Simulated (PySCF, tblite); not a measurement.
# C₇H₁₁O radical: geometry, infrared bands and EPR parameters

Wanted: the infrared bands and EPR parameters of C₇H₁₁O radical (`C=CC[C@@H]1[CH]CCO1`), by calculation.

The runs use tblite 0.8.0 and PySCF 2.14.0, with density-fitted response routines of our own; the level of theory stands in each step. All values are computed, except where a source is named. Atoms are numbered from 0 throughout.

### Step 1. Starting geometry

19 atoms, charge 0, multiplicity 2; geometry from: force field or distance geometry start.

Bonds of the start (Å): C0–C1 1.35, C1–C2 1.48, C2–C3 1.51, C3–C4 1.50, C4–C5 1.52, C5–C6 1.53, C6–O7 1.41, O7–C3 1.39, C0–H8 1.08, C0–H9 1.10, C1–H10 1.08, C2–H11 1.10, C2–H12 1.13, C3–H13 1.11, C4–H14 1.13, C5–H15 1.09, C5–H16 1.10, C6–H17 1.12, C6–H18 1.10.

### Step 2. Relaxing the molecule with GFN2-xTB

The job: settings as JSON, then the geometry in Å.

```
{"job": {"kind": "relax", "xc": "GFN2-xTB", "basis": "xTB"}, "charge": 0, "multiplicity": 2}
C      2.930300     0.565900    -0.818200
C      2.134200    -0.517500    -0.737300
C      1.185400    -0.555100     0.393500
C     -0.264500    -0.643300    -0.013700
C     -0.737900     0.500400    -0.859200
C     -2.231200     0.320000    -0.638300
C     -2.156500     0.175300     0.885300
O     -1.121800    -0.768800     1.072200
H      3.663900     0.676800    -1.603800
H      2.812300     1.364800    -0.076600
H      2.243900    -1.313700    -1.463000
H      1.279500     0.280000     1.109300
H      1.402500    -1.486300     0.986600
H     -0.372800    -1.556200    -0.643000
H     -0.480700     1.458700    -0.316500
H     -2.844600     1.164700    -0.950000
H     -2.558400    -0.662900    -1.000200
H     -1.785800     1.127100     1.335600
H     -3.107400    -0.120800     1.345000
```

On the command line:

```bash
> OMP_NUM_THREADS=1 python probes_run.py task.json out
```

This one command runs all jobs of the session in turn.

What it wrote:

```text
step      E/eV     max force
  0    -667.06495    2.731
  1    -667.32499    1.886
  2    -667.42065    0.957
  3    -667.48567    0.770
  4    -667.56492    0.689
  5    -667.59670    0.622
  6    -667.63862    0.528
  7    -667.66880    0.491
  8    -667.70615    0.418
  9    -667.74125    0.452
 10    -667.77906    0.500
 11    -667.81578    0.533
 12    -667.85244    0.496
 13    -667.88798    0.412
 14    -667.92109    0.414
 15    -667.94790    0.407
 16    -667.96398    0.658
 17    -667.95948    1.335
 18    -667.98915    0.297
 19    -668.00008    0.334
 20    -668.01747    0.477
 21    -668.02678    0.344
 22    -668.04144    0.375
 23    -668.05491    0.251
 24    -668.05577    0.704
 25    -668.06886    0.227
 26    -668.07502    0.216
 27    -668.09096    0.201
 28    -668.09813    0.203
 29    -668.11104    0.217
 30    -668.11680    0.189
 31    -668.12173    0.136
 32    -668.12442    0.212
 33    -668.12747    0.187
 34    -668.12976    0.102
 35    -668.13261    0.095
 36    -668.13423    0.112
 37    -668.13793    0.112
 38    -668.14029    0.114
 39    -668.14224    0.139
 40    -668.14400    0.154
 41    -668.14621    0.146
 42    -668.14869    0.119
 43    -668.15128    0.124
 44    -668.15388    0.136
 45    -668.15647    0.143
 46    -668.15935    0.109
 47    -668.16209    0.095
 48    -668.16441    0.102
 49    -668.16624    0.115
 50    -668.16870    0.132
 51    -668.17043    0.132
 52    -668.17175    0.089
 53    -668.17251    0.067
 54    -668.17354    0.066
 55    -668.17431    0.064
 56    -668.17485    0.064
 57    -668.17527    0.059
 58    -668.17585    0.069
 59    -668.17669    0.092
 60    -668.17775    0.102
 61    -668.17886    0.082
 62    -668.18007    0.083
 63    -668.18175    0.103
 64    -668.18443    0.143
 65    -668.18775    0.152
 66    -668.19064    0.118
 67    -668.19307    0.111
 68    -668.19432    0.126
 69    -668.19596    0.096
 70    -668.19708    0.071
 71    -668.19802    0.045
 72    -668.19826    0.035
 73    -668.19860    0.039
 74    -668.19880    0.046
 75    -668.19899    0.035
 76    -668.19918    0.033
 77    -668.19943    0.041
 78    -668.19975    0.044
 79    -668.20009    0.047
 80    -668.20043    0.045
 81    -668.20082    0.043
 82    -668.20130    0.050
 83    -668.20182    0.052
 84    -668.20227    0.051
 85    -668.20263    0.039
 86    -668.20289    0.032
 87    -668.20308    0.029
 88    -668.20320    0.018
 89    -668.20327    0.019
 90    -668.20331    0.015
 91    -668.20335    0.014
 92    -668.20338    0.014
 93    -668.20341    0.014
 94    -668.20345    0.015
 95    -668.20349    0.012
 96    -668.20353    0.014
 97    -668.20356    0.016
 98    -668.20360    0.016
 99    -668.20364    0.012
100    -668.20367    0.012
101    -668.20370    0.014
102    -668.20373    0.015
103    -668.20376    0.016
104    -668.20381    0.016
105    -668.20385    0.017
106    -668.20390    0.017
107    -668.20396    0.021
108    -668.20402    0.018
109    -668.20410    0.022
110    -668.20416    0.021
111    -668.20423    0.022
112    -668.20433    0.025
113    -668.20445    0.028
114    -668.20456    0.022
115    -668.20464    0.019
116    -668.20471    0.018
117    -668.20480    0.022
118    -668.20492    0.025
119    -668.20505    0.018
120    -668.20514    0.020
121    -668.20520    0.018
122    -668.20526    0.016
123    -668.20530    0.011
124    -668.20533    0.009
```

It took 0.74 s on 1 thread of Intel Xeon Platinum 8488C, shared host.

Along the way: (not every step is listed)

| step | energy from step 0 (eV) | largest force (eV/Å) |
| --- | --- | --- |
| 0 | 0.0000 | 2.7307 |
| 1 | -0.2600 | 1.8860 |
| 2 | -0.3557 | 0.9574 |
| 3 | -0.4207 | 0.7701 |
| 4 | -0.5000 | 0.6888 |
| 5 | -0.5318 | 0.6223 |
| 6 | -0.5737 | 0.5283 |
| 7 | -0.6039 | 0.4907 |
| 8 | -0.6412 | 0.4183 |
| 19 | -0.9351 | 0.3342 |
| 30 | -1.0519 | 0.1886 |
| 41 | -1.0813 | 0.1456 |
| 52 | -1.1068 | 0.0889 |
| 63 | -1.1168 | 0.1033 |
| 74 | -1.1339 | 0.0461 |
| 85 | -1.1377 | 0.0394 |
| 96 | -1.1386 | 0.0136 |
| 107 | -1.1390 | 0.0209 |
| 118 | -1.1400 | 0.0248 |
| 119 | -1.1401 | 0.0178 |
| 120 | -1.1402 | 0.0196 |
| 121 | -1.1403 | 0.0184 |
| 122 | -1.1403 | 0.0156 |
| 123 | -1.1404 | 0.0112 |
| 124 | -1.1404 | 0.0095 |

Distances of close pairs at the start and the end, largest changes first:

| bond | before (Å) | after (Å) | change (Å) |
| --- | --- | --- | --- |
| C4–H14 | 1.131 | 1.070 | -0.061 |
| C2–C3 | 1.509 | 1.563 | +0.054 |
| C4–C5 | 1.520 | 1.479 | -0.042 |
| C2–H12 | 1.125 | 1.092 | -0.033 |
| C3–O7 | 1.389 | 1.418 | +0.029 |
| C0–C1 | 1.347 | 1.321 | -0.026 |
| C3–C4 | 1.499 | 1.475 | -0.024 |
| C0–H9 | 1.096 | 1.078 | -0.018 |

The next job starts from the end point, and lists it.

### Step 3. Infrared spectrum with GFN2-xTB

The job: settings as JSON, then the geometry in Å.

```
{"job": {"kind": "ir", "xc": "GFN2-xTB", "basis": "xTB"}, "charge": 0, "multiplicity": 2}
C      2.811463     0.701925    -0.812530
C      2.166592    -0.401630    -0.479311
C      1.064655    -0.467690     0.519669
C     -0.280148    -0.903586    -0.146586
C     -0.843128     0.151791    -1.010343
C     -2.086372     0.680359    -0.409056
C     -2.096517    -0.023801     0.957877
O     -1.273379    -1.167229     0.830363
H      3.601806     0.703535    -1.543801
H      2.579367     1.651559    -0.358310
H      2.417109    -1.343192    -0.951608
H      0.923335     0.500010     1.002487
H      1.292507    -1.214131     1.284071
H     -0.087767    -1.848823    -0.676414
H     -0.355920     0.539499    -1.880232
H     -2.094360     1.770291    -0.316569
H     -2.967495     0.403534    -1.003951
H     -1.696060     0.643173     1.735595
H     -3.085493    -0.366344     1.266352
```

What it wrote:

```text
mode    cm-1     km/mol
  1      58.2      0.41
  2      68.9      0.46
  3     107.0      3.78
  4     147.1      0.35
  5     217.8      6.98
  6     281.4     11.36
  7     364.8      1.43
  8     404.0      4.61
  9     457.8     11.88
 10     622.4      7.46
 11     657.6      1.89
 12     741.0      3.12
 13     844.1      3.39
 14     882.8     16.65
 15     904.3      7.07
 16     922.7      2.17
 17     955.7     29.94
 18     970.9      9.07
 19     974.7     18.19
 20    1004.4      9.47
 21    1014.9     11.64
 22    1024.2      3.74
 23    1069.9      5.12
 24    1077.8     17.96
 25    1090.0     55.41
 26    1136.7      5.36
 27    1173.7      4.74
 28    1192.5      0.53
 29    1234.6      8.10
 30    1240.0      4.73
 31    1254.5     11.68
 32    1277.9      0.97
 33    1296.5      0.73
 34    1306.4     17.44
 35    1315.9     10.72
 36    1413.6      3.38
 37    1452.4      5.43
 38    1467.3      1.81
 39    1487.7      0.17
 40    1710.8     17.91
 41    2837.4     35.18
 42    2852.2     10.39
 43    2866.0     88.83
 44    2932.7     36.24
 45    2966.5     25.54
 46    2980.5     41.90
 47    2995.1     26.19
 48    3051.8     43.92
 49    3097.4     21.31
 50    3124.5     55.09
 51    3180.9     24.64
```

It took 0.66 s on 1 thread of Intel Xeon Platinum 8488C, shared host.

The strongest bands and the atoms that carry them (share of the mass-weighted mode):

| cm⁻¹ | km/mol | atoms |
| --- | --- | --- |
| 956 | 29.9 | O7 20 %, C3 19 %, C6 17 % |
| 1090 | 55.4 | O7 32 %, C6 22 %, C3 20 % |
| 2837 | 35.2 | H13 93 % |
| 2866 | 88.8 | H17 62 %, H16 29 % |
| 2933 | 36.2 | H15 86 % |
| 2980 | 41.9 | H18 92 % |
| 3052 | 43.9 | H10 90 % |
| 3124 | 55.1 | H8 65 %, H9 24 % |

### Step 4. EPR parameters: B3LYP/pcH-1

Settings changed since step 3:

```diff
@@ -1,2 +1,2 @@
-{"job": {"kind": "ir", "xc": "GFN2-xTB", "basis": "xTB"}, "charge": 0, "multiplicity": 2}
+{"job": {"kind": "epr", "basis": "pcH-1"}, "charge": 0, "multiplicity": 2}
 C      2.811463     0.701925    -0.812530
```

With the program's defaults for keys left out, this is: UKS B3LYP, pcH-1 on C H O, non-relativistic, mean-field spin-orbit, GIAO.

What it wrote:

```text
UKS, coarse grid
  cycle   1  E = -348.42405863  |g| = 4.88e-01
  cycle   2  E = -348.33836813  |g| = 7.01e-01
  cycle   3  E = -348.51995986  |g| = 9.39e-02
  cycle   4  E = -348.52288542  |g| = 3.75e-02
  cycle   5  E = -348.52354352  |g| = 6.52e-03
  cycle   6  E = -348.52356013  |g| = 3.62e-03
  cycle   7  E = -348.52356618  |g| = 1.60e-03
  cycle   8  E = -348.52356714  |g| = 5.18e-04
UKS, final grid
  cycle   1  E = -348.52360727  |g| = 7.15e-04
  cycle   2  E = -348.52360684  |g| = 1.17e-03
  cycle   3  E = -348.52360752  |g| = 1.42e-04
  cycle   4  E = -348.52360753  |g| = 2.15e-05
  cycle   5  E = -348.52360753  |g| = 1.42e-05
E = -348.52360753 Eh   <S^2> = 0.7539 (exact 0.7500)
g shifts (ppm)      1          2          3
  rmc          -141       -141       -141
  gc              1         31         29
  oz_so           8        491        637
  total        -132        382        525
hyperfine (MHz)  atom isotope    a_iso     a_fc   dipolar eigenvalues
    0   13C       1.39       1.39     -0.72     -0.13      0.86
    1   13C      -1.47      -1.47     -0.50     -0.41      0.91
    2   13C      66.51      66.51     -5.29     -5.01     10.31
    3   13C     -34.10     -34.10     -1.65     -0.36      2.01
    4   13C      90.83      90.83    -80.80    -80.45    161.25
    5   13C     -34.30     -34.30     -2.45      0.56      1.88
    6   13C       1.77       1.77     -1.37     -0.49      1.86
    7   17O       0.45       0.45     -1.51      0.69      0.82
    8    1H       0.02       0.02     -0.97     -0.75      1.72
    9    1H       0.42       0.42     -1.67     -1.04      2.71
   10    1H       0.10       0.10     -1.52     -1.44      2.96
   11    1H      -3.05      -3.05     -5.74     -1.84      7.59
   12    1H       9.20       9.20     -3.31     -1.67      4.98
   13    1H      85.43      85.43     -4.83     -4.00      8.83
   14    1H     -63.55     -63.55    -38.69      0.05     38.64
   15    1H      85.20      85.20     -4.73     -3.62      8.35
   16    1H     142.93     142.93     -5.46     -3.75      9.21
   17    1H      -1.44      -1.44     -2.66     -2.27      4.92
   18    1H      -1.52      -1.52     -2.00     -1.69      3.69
```

Run time: 79 s. Hardware: 1 thread of Intel Xeon Platinum 8488C, shared host; peak memory 1 GiB.

Principal g values 2.00219, 2.00270, 2.00284; g(iso) = 2.00258, against 2.00232 for a free electron.

Hyperfine couplings, nucleus by nucleus at this fixed geometry (no averaging over rotations):

| nuclei | isotope | a(iso) (MHz) | a(iso) (G, at g = 2.0023) | largest dipolar term (MHz) |
| --- | --- | --- | --- | --- |
| H16 | 1H | 142.9 | 51.0 | 9.2 |
| C4 | 13C | 90.8 | 32.4 | 161.2 |
| H13 | 1H | 85.4 | 30.5 | 8.8 |
| H15 | 1H | 85.2 | 30.4 | 8.4 |
| C2 | 13C | 66.5 | 23.7 | 10.3 |
| H14 | 1H | -63.5 | -22.7 | -38.7 |
| C5 | 13C | -34.3 | -12.2 | -2.4 |
| C3 | 13C | -34.1 | -12.2 | 2.0 |
| H12 | 1H | 9.2 | 3.3 | 5.0 |
| H11 | 1H | -3.1 | -1.1 | 7.6 |
| C6 | 13C | 1.8 | 0.6 | 1.9 |
| H18 | 1H | -1.5 | -0.5 | 3.7 |
| C1 | 13C | -1.5 | -0.5 | 0.9 |
| H17 | 1H | -1.4 | -0.5 | 4.9 |

Mulliken spin populations:

C0 0.01; C1 0.00; C2 0.04; C3 -0.08; C4 1.02; C5 -0.09; C6 0.01; O7 0.00; H8 0.00; H9 0.00; H10 0.00; H11 0.00; H12 0.01; H13 0.04; H14 -0.04; H15 0.03; H16 0.06; H17 0.00; H18 0.00

In first order the couplings over 0.8 MHz of 1H give 256 distinct lines over 140.0 G.

The fields below are evaluated on a grid from the run's orbitals.

ELF in a plane through or near 6 of the atoms.

Values, 10 rows by 14 columns:
```
0.00 0.00 0.00 0.00 0.00 0.00 0.00 0.00 0.00 0.00 0.00 0.00 0.00 0.00
0.00 0.00 0.00 0.00 0.00 0.06 0.15 0.00 0.00 0.00 0.00 0.00 0.00 0.00
0.00 0.00 0.00 0.00 0.00 0.93 0.99 0.01 0.44 0.12 0.00 0.00 0.00 0.00
0.00 0.00 0.00 0.20 0.18 0.70 0.94 0.06 0.88 0.26 0.62 0.91 0.01 0.00
0.00 0.00 0.09 0.59 0.77 0.91 0.18 0.35 0.24 0.33 0.99 0.99 0.05 0.00
0.00 0.02 0.57 0.71 0.59 0.34 0.15 0.27 0.15 0.93 0.33 0.08 0.00 0.00
0.00 0.06 0.97 0.94 0.59 0.25 0.04 0.59 0.46 0.83 0.30 0.01 0.00 0.00
0.00 0.00 0.27 0.22 0.18 0.06 0.02 0.09 0.22 0.95 0.23 0.01 0.00 0.00
0.00 0.00 0.00 0.00 0.00 0.00 0.00 0.00 0.01 0.10 0.01 0.00 0.00 0.00
0.00 0.00 0.00 0.00 0.00 0.00 0.00 0.00 0.00 0.00 0.00 0.00 0.00 0.00
```
The map spans 12.8 Å across and 9.1 Å up, centred on the molecule. Atoms in the plane (x, y in Å): C0 (-2.9, -0.6), C2 (-0.9, 0.9), C6 (2.3, 0.5), H12 (-1.0, 2.0), H15 (2.0, -1.7), H18 (3.3, 0.8).

On the surface of density 0.002 e/bohr³ the electrostatic potential runs, from the 1st to the 99th percentile, from -1.51 V near O7 to 0.75 V near H15.

The spin density lies nearest to C4 64 %; H14 7 %.

### Step 5. Results

| quantity | value |
| --- | --- |
| strongest single infrared mode (GFN2-xTB) | 2866 cm⁻¹, 89 km/mol |
| zero-point energy (GFN2-xTB) | 99.7 kcal/mol |
| g(iso) (B3LYP) | 2.00258 |
| ⟨S²⟩ | 0.754 (exact 0.75) |
| largest a(iso) | 1H on H16, 142.9 MHz |
| surface potential, 1st and 99th percentile | -1.51 V and 0.75 V |

**Reading.** Relaxing lowered the energy by 1.140 eV in 124 steps; the close pair that moved most is C4–H14, from 1.131 to 1.070 Å. All 51 modes are real, so the xTB geometry is a minimum. The strongest single mode, at 2866 cm⁻¹, moves mainly H17. Unscaled tight-binding wavenumbers are off by several per cent, some by more. Its intensities can rank the bands wrongly. C4 carries the largest spin population, 1.02 e. The isotropic g lies 0.3 ppt above the free-electron value.
